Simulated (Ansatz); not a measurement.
# FH4N3W: how energies converge with the basis set

An exercise on one series of results from a longer session: the logs are not shown, and one member is left open.

Program: Ansatz 0.2.0, Gaussian basis. Level of theory: one geometry, several basis sets. These are calculated values, not measurements.

Plan: PBE0-D4/def2-SVP; ωB97M-V/def2-SVP; PBE0-D4/def2-QZVPP; ωB97M-V/def2-QZVPP; the functionals' def2-TZVPP values are taken from earlier runs.

### Structure used throughout

An earlier PBE0-D4 in a triple-zeta def2 set relaxation fixed the geometry. W takes the def2 core potential; no spin-orbit term is included.

SMILES `[NH]=[W](=[NH])([NH2])[F]`, 9 atoms, charge 0, spin multiplicity 1.

Atoms are counted from 1 here; the program's logs count them from 0.

Bond lengths: N1–W2 1.749 Å, N1–H6 1.007 Å, W2–N3 1.749 Å, W2–N4 1.943 Å, W2–F5 1.882 Å, N3–H7 1.007 Å, N4–H8 1.008 Å, N4–H9 1.008 Å. Angles: W2–N1–H6 156.8°, N1–W2–N3 113.5°, N1–W2–N4 106.4°, N1–W2–F5 109.2°, N3–W2–N4 106.4°, N3–W2–F5 109.2°, N4–W2–F5 112.2°, W2–N3–H7 156.8°, W2–N4–H8 123.1°, W2–N4–H9 123.1°, H8–N4–H9 111.5°.

Set-up of the first run:

The input, in.yaml:

```yaml
crystal:
  periodic: [false, false, false]
  atoms:
    - {symbol: N, position_ang: [-0.797533, 1.559135, 0.193849]}
    - {symbol: W, position_ang: [0.117695, 0.217667, -0.455410]}
    - {symbol: N, position_ang: [1.749930, 0.122497, 0.165498]}
    - {symbol: N, position_ang: [-0.787550, -1.399181, 0.127573]}
    - {symbol: F, position_ang: [0.177568, 0.360912, -2.331435]}
    - {symbol: H, position_ang: [-0.965936, 2.384152, 0.746696]}
    - {symbol: H, position_ang: [2.552112, 0.400367, 0.707672]}
    - {symbol: H, position_ang: [-0.297525, -2.231979, 0.414680]}
    - {symbol: H, position_ang: [-1.748751, -1.413581, 0.430877]}
basis:
  gaussian: {orbitals: def2-SVP}
hamiltonian: {xc: pbe0, dispersion: d4}
output: {orbitals: {seedname: orbitals}}
```

Launch:

```bash
ansatz run in.yaml --threads 4 --pin off --events-out ev --progress --plain --max-ram 10444MiB
```

Steps of the session up to this table: PBE0-D4 in def2-SVP; ωB97M-V in def2-SVP; PBE0-D4 in def2-QZVPP; ωB97M-V in def2-QZVPP.

One of the session's tables, all rows but one given; the rest of the session is left out.

| functional | basis | HOMO (eV) |
| --- | --- | --- |
| PBE0-D4 | def2-SVP | -7.58 |
| PBE0-D4 | def2-TZVPP | -7.69 |
| PBE0-D4 | def2-QZVPP | -7.73 |
| ωB97M-V | def2-SVP | -9.83 |
| ωB97M-V | def2-TZVPP | -9.95 |
| ωB97M-V | def2-QZVPP | ? |

Estimate the missing values for ωB97M-V, def2-QZVPP.

As computed: HOMO (eV): -9.99. In the column «HOMO (eV)» it is the lowest.
